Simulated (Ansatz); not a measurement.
# AsO (doublet): B2PLYP over vertical spin and charge gaps, def2-QZVPP

Aim: run AsO (doublet) with these functionals over vertical spin and charge gaps, and hold them against the top wave-function level at the same points.

Method: def2-QZVPP, all electrons in the functionals, frozen cores in the correlation of double hybrids and RPA; program: Ansatz 0.2.0, Gaussian basis.

Plan: B2PLYP, at charge 0, doublet; charge 0, quartet; charge 1, singlet; charge 1, triplet.

8 further runs of the same task are left out: 1 that didn't finish, 7 set aside as unsound or not needed.

## 1. The system

The geometry is a PBE0/def2-TZVP stationary point (not a proven minimum). No spin-orbit coupling is included. The filled d shell of As may be among the frozen orbitals whatever the setting's name suggests; the logs give the count.

2 atoms, charge 0, spin multiplicity 2.

Atoms are counted from 1 here; the program's logs count them from 0.

Bond lengths: O1–As2 1.615 Å.

As a file:

```xyz
2
AsO
O     0.00000    0.00000    0.00000
As    0.00000    0.00000    1.61510
```

No dispersion term is added.

The geometry shown and the zero of energy belong to the point charge 0, doublet. The yardstick, RCCSD(T), and other wave-function levels (R restricted, U unrestricted, valence and pair active spaces) come from earlier runs.

## 2. B2PLYP, charge 0, doublet

File in.yaml:

```yaml
crystal:
  periodic: [false, false, false]
  atoms:
    - {symbol: O, position_ang: [0.000000, 0.000000, 0.000000]}
    - {symbol: As, position_ang: [0.000000, 0.000000, 1.615100]}
basis:
  gaussian: {orbitals: "def2-QZVPP.json"}
magnetization: {spin_polarized: true, initial_magnetization: 1}
hamiltonian: {xc: {name: B2PLYP}}
correlation: {electrons: outside_noble_gas}
```

The run is started by

```console
> ansatz run in.yaml --threads 1 --pin off --events-out ev --progress --plain --max-ram 2393MiB
```

Log:

```text
Functional definition: B2PLYP
  name "B2PLYP"
  cite "Grimme, J. Chem. Phys. 124, 034108 (2006) doi:10.1063/1.2148954"
  cite "Becke, Phys. Rev. A 38, 3098 (1988) doi:10.1103/PhysRevA.38.3098"
  cite "Lee, Yang & Parr, Phys. Rev. B 37, 785 (1988) doi:10.1103/PhysRevB.37.785"
  parameter a = 0.53
  parameter c = 0.27
  exchange = (1 - a)*b88_x + a*exact_x
  correlation = (1 - c)*lyp_c + c*(mp2_os + mp2_ss)
956 factors; integrals over basis functions are off by at most 7.8e-4 eV
mean field evaluation 1: about -62867.4574 eV, gradient 4.1e1 eV
mean field evaluation 2: about -62867.4938 eV, gradient 4.1e1 eV
mean field evaluation 4: about -62873.5351 eV, gradient 5.3e0 eV
mean field evaluation 8: about -62873.6755 eV, gradient 6.5e-1 eV
mean field evaluation 16: about -62873.6776 eV, gradient 1.1e-2 eV
mean field evaluation 32: about -62873.6050 eV, gradient 8.3e-1 eV
mean field evaluation 64: about -62873.2424 eV, gradient 3.9e0 eV
mean field -62873.67764736 eV, -2310.5650362310 hartree, gradient 5.3e-6 eV, S^2 0.758281; 4 other end points of the search recorded, 0 dependent functions left out
15 core orbitals not correlated: weight in the atoms' cores, before any rotation towards them, 0.998 or more for the frozen orbitals, at most 0.002 for the correlated occupied ones
reference -62873.67775880 eV, -2310.5650403266 hartree; 6, 5 occupied and 125, 126 virtual orbitals, 956 factors
second order -13.26797520 eV of doubles, -0.00000000 eV of singles
Total energy: -62877.26011211 eV, -2310.6966893823 hartree
```

Wall time 7 s (1 thread of AMD EPYC 9B45, shared host); peak memory 0.44 GiB.

From the report: ⟨S²⟩ of the determinant 0.758 (pure doublet: 0.75).

## 3. B2PLYP, charge 0, quartet

in.yaml: that of step 2 with these lines changed.

```diff
@@ -7,3 +7,3 @@
   gaussian: {orbitals: "def2-QZVPP.json"}
-magnetization: {spin_polarized: true, initial_magnetization: 1}
+magnetization: {spin_polarized: true, initial_magnetization: 3}
 hamiltonian: {xc: {name: B2PLYP}}
```

Same command.

Log, shortened:

```text
Functional definition: B2PLYP
  name "B2PLYP"
  cite "Grimme, J. Chem. Phys. 124, 034108 (2006) doi:10.1063/1.2148954"
  cite "Becke, Phys. Rev. A 38, 3098 (1988) doi:10.1103/PhysRevA.38.3098"
  cite "Lee, Yang & Parr, Phys. Rev. B 37, 785 (1988) doi:10.1103/PhysRevB.37.785"
[...]
956 factors; integrals over basis functions are off by at most 7.8e-4 eV
[...]
mean field -62871.07226540 eV, -2310.4692902101 hartree, gradient 3.0e-6 eV, S^2 3.765666; 5 other end points of the search recorded, 0 dependent functions left out
15 core orbitals not correlated: weight in the atoms' cores, before any rotation towards them, 0.995 or more for the frozen orbitals, at most 0.004 for the correlated occupied ones
reference -62871.07237425 eV, -2310.4692942102 hartree; 7, 4 occupied and 124, 127 virtual orbitals, 956 factors
second order -9.48178694 eV of doubles, -0.00000000 eV of singles
Total energy: -62873.63245672 eV, -2310.5633755058 hartree
```

Run time: 8.5 s. Hardware: 1 thread of AMD EPYC 9B45, shared host; peak memory 0.36 GiB.

From the report: ⟨S²⟩ of the determinant 3.766 (pure quartet: 3.75).

From charge 0, doublet: +83.7 kcal/mol.

## 4. B2PLYP, charge 1, singlet

in.yaml: that of step 3 with these lines changed.

```diff
@@ -7,3 +7,4 @@
   gaussian: {orbitals: "def2-QZVPP.json"}
-magnetization: {spin_polarized: true, initial_magnetization: 3}
+total_charge: 1
+magnetization: {spin_polarized: true, initial_magnetization: 0}
 hamiltonian: {xc: {name: B2PLYP}}
```

Same command.

Log, shortened:

```text
Functional definition: B2PLYP
  name "B2PLYP"
  cite "Grimme, J. Chem. Phys. 124, 034108 (2006) doi:10.1063/1.2148954"
  cite "Becke, Phys. Rev. A 38, 3098 (1988) doi:10.1103/PhysRevA.38.3098"
  cite "Lee, Yang & Parr, Phys. Rev. B 37, 785 (1988) doi:10.1103/PhysRevB.37.785"
[...]
956 factors; integrals over basis functions are off by at most 7.8e-4 eV
[...]
mean field -62865.20429647 eV, -2310.2536463294 hartree, gradient 6.2e-6 eV, S^2 0.000000; 6 other end points of the search recorded, 0 dependent functions left out
15 core orbitals not correlated: weight in the atoms' cores, before any rotation towards them, 0.998 or more for the frozen orbitals, at most 0.002 for the correlated occupied ones
reference -62865.20440494 eV, -2310.2536503157 hartree; 5, 5 occupied and 126, 126 virtual orbitals, 956 factors
second order -14.21240842 eV of doubles, -0.00000000 eV of singles
Total energy: -62869.04175522 eV, -2310.3946703373 hartree
```

Wall time 7.5 s (1 thread of AMD EPYC 9B45, shared host); peak memory 0.44 GiB.

From the report: ⟨S²⟩ of the determinant 0.000 (pure singlet: 0.00).

From charge 0, doublet: +189.5 kcal/mol.

## 5. B2PLYP, charge 1, triplet

in.yaml: that of step 4 with these lines changed.

```diff
@@ -8,3 +8,3 @@
 total_charge: 1
-magnetization: {spin_polarized: true, initial_magnetization: 0}
+magnetization: {spin_polarized: true, initial_magnetization: 2}
 hamiltonian: {xc: {name: B2PLYP}}
```

Same command.

Log, shortened:

```text
Functional definition: B2PLYP
  name "B2PLYP"
  cite "Grimme, J. Chem. Phys. 124, 034108 (2006) doi:10.1063/1.2148954"
  cite "Becke, Phys. Rev. A 38, 3098 (1988) doi:10.1103/PhysRevA.38.3098"
  cite "Lee, Yang & Parr, Phys. Rev. B 37, 785 (1988) doi:10.1103/PhysRevB.37.785"
[...]
956 factors; integrals over basis functions are off by at most 7.8e-4 eV
[...]
mean field -62862.52688808 eV, -2310.1552533860 hartree, gradient 1.5e-6 eV, S^2 2.012772; 6 other end points of the search recorded, 0 dependent functions left out
15 core orbitals not correlated: weight in the atoms' cores, before any rotation towards them, 0.997 or more for the frozen orbitals, at most 0.003 for the correlated occupied ones
reference -62862.52699816 eV, -2310.1552574310 hartree; 6, 4 occupied and 125, 127 virtual orbitals, 956 factors
second order -9.38259426 eV of doubles, -0.00000000 eV of singles
Total energy: -62865.06029860 eV, -2310.2483545054 hartree
```

Wall time 10 s (1 thread of AMD EPYC 9B45, shared host); peak memory 0.46 GiB.

From the report: ⟨S²⟩ of the determinant 2.013 (pure triplet: 2.00).

From charge 0, doublet: +281.3 kcal/mol.

## 6. The comparison

No level is safe as a reference over these points; RCCSD(T) serves as a yardstick only. It comes from earlier runs at the same points. Energies in kcal/mol, counted from charge 0, doublet; blanks weren't run or aren't comparable.

```
   level  doublet to quartet  ionisation to the singlet cation  ionisation to the triplet cation
RCCSD(T)                81.3                             189.8                             279.6
  B2PLYP                83.7                             189.5                             281.3
```

Largest miss and mean time a point (RCCSD(T) took 38 s a point; shared hosts):

```
 level  largest miss (kcal/mol)               where  time a point
B2PLYP                     +2.3  doublet to quartet         8.3 s
```

## 7. Summary of results

| quantity | value |
| --- | --- |
| doublet to quartet, RCCSD(T) | 81.3 kcal/mol |
| ionisation to the singlet cation, RCCSD(T) | 189.8 kcal/mol |
| ionisation to the triplet cation, RCCSD(T) | 279.6 kcal/mol |
| largest miss, B2PLYP | +2.3 kcal/mol (doublet to quartet) |

What this shows: B2PLYP strays by up to 2.3 kcal/mol, at doublet to quartet. Functionals and the yardstick converge differently with the basis, so part of each miss in def2-QZVPP is the basis. The yardstick itself may be off where one determinant is a poor start.
